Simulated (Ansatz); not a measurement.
# Mg8HO8: the cost of one run

Program: Ansatz 0.2.0. Level of theory: DFT PBE, plane waves, PAW, scalar-relativistic, no spin polarisation. These are calculated values, not measurements.

The COD cell was measured well above room temperature, so it is larger than a cold one.

### 1 The system as given

The cell holds 17 atoms (HMg8O8): a = 5.910 Å, b = 5.910 Å, c = 5.910 Å, α = 60.00°, β = 60.00°, γ = 60.00°.

The coordinates stand in the first input below.

### 2 Relaxing end A

input.yaml

```yaml
crystal:
  lattice:
    - [0.0, 4.1789, 4.1789]
    - [4.1789, 0.0, 4.1789]
    - [4.1789, 4.1789, 0.0]
  atoms:
    - { symbol: Mg, position: [0.0, 0.0, 0.0] }
    - { symbol: O, position: [0.25, 0.25, 0.25] }
    - { symbol: Mg, position: [0.0, 0.0, 0.5] }
    - { symbol: O, position: [0.25, 0.25, 0.75] }
    - { symbol: Mg, position: [0.0, 0.5, 0.0] }
    - { symbol: O, position: [0.25, 0.75, 0.25] }
    - { symbol: Mg, position: [0.0, 0.5, 0.5] }
    - { symbol: O, position: [0.25, 0.75, 0.75] }
    - { symbol: Mg, position: [0.5, 0.0, 0.0] }
    - { symbol: O, position: [0.75, 0.25, 0.25] }
    - { symbol: Mg, position: [0.5, 0.0, 0.5] }
    - { symbol: O, position: [0.75, 0.25, 0.75] }
    - { symbol: Mg, position: [0.5, 0.5, 0.0] }
    - { symbol: O, position: [0.75, 0.75, 0.25] }
    - { symbol: Mg, position: [0.5, 0.5, 0.5] }
    - { symbol: O, position: [0.75, 0.75, 0.75] }
    - { symbol: H, position: [0.8789139, 0.8655829, 0.8811815] }
total_charge: 1
basis:
  ecutwfc: 420.0
kpoints:
  mp_grid: { grid: [2, 2, 2] }
hamiltonian:
  xc: pbe
  pseudopotentials: { kind: paw, azcp: { folder: soft_1 } }
scf:
  occupations: { method: gaussian, width: 0.05 }
  lower_state_search: "off"
relax:
  f_tol: 0.03
  max_steps: 60
  adjacent_minimum: "off"
```

On the command line:

```
$ ansatz run input.yaml --threads 1 --pin off --max-ram 3072MiB --backend cpu --events-out ev --progress --plain --runs-dir out
```

Q: Estimate wall time and peak memory on 1 thread of Arm Neoverse V1, shared host.

About 55 s, with a peak of 0.4 GiB.
